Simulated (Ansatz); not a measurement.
## FGe2H5O, SMILES [OH][GeH2][GeH2][F]: vertical spin-state energies

Computed with Ansatz's Python interface.

`spin.py`:
```python
'''Vertical spin-state energies of FGe2H5O.'''

import ansatz


def main() -> None:
    fge2h5o = (
        ansatz.Crystal.molecule()
        .atom('O', (-0.1964, 2.0082, -0.6891))
        .atom('Ge', (0.6009, 0.8188, 0.279))
        .atom('Ge', (-0.3525, -1.3365, -0.1922))
        .atom('F', (0.5848, -2.5357, 0.7843))
        .atom('H', (-1.1896, 1.9779, -0.4365))
        .atom('H', (0.4301, 1.1641, 1.7837))
        .atom('H', (2.139, 0.8263, -0.076))
        .atom('H', (-1.7899, -1.3205, 0.1704))
        .atom('H', (-0.1379, -1.6489, -1.6407))
    )

    calculation = (
        fge2h5o.calculation()
        .basis(gaussian='def2-SVPD')
        .functional('PBE0', dispersion='d4')
    )
    found = {}
    for unpaired in [0, 2]:
        summary = calculation.spin('collinear', total=unpaired).run().report
        s = unpaired / 2
        found[unpaired] = summary['free_energy_ev']
        print(f'2S+1 = {unpaired + 1}: E = {found[unpaired]:.5f} eV, <S^2> = {abs(summary["mean_field"]["state"]["spin_squared"]):.3f} (pure state {s * (s + 1):.2f})')
    lowest = min(found, key=found.get)
    for unpaired, e in found.items():
        print(f'multiplicity {unpaired + 1}: {(e - found[lowest]):.3f} eV above the lowest')


if __name__ == '__main__':
    main()
```

```console
$ python spin.py
2S+1 = 1: E = -117846.54556 eV, <S^2> = 0.000 (pure state 0.00)
2S+1 = 3: E = -117841.79959 eV, <S^2> = 2.005 (pure state 2.00)
multiplicity 1: 0.000 eV above the lowest
multiplicity 3: 4.746 eV above the lowest
```

In order: multiplicity 1 (+0.00 eV) and multiplicity 3 (+4.75 eV), all at the one geometry.

Caveats:
- Total energies depend on the basis set; only differences at equal settings carry meaning.
- The geometry is a force-field or estimated start, not a minimum of this method, and the basis set is short of its limit. All parts are taken at fixed geometry, without zero-point energy.
- Timing: 43 s on 1 thread of Arm Neoverse V2, with other jobs on the host, peak memory 0.7 GiB.
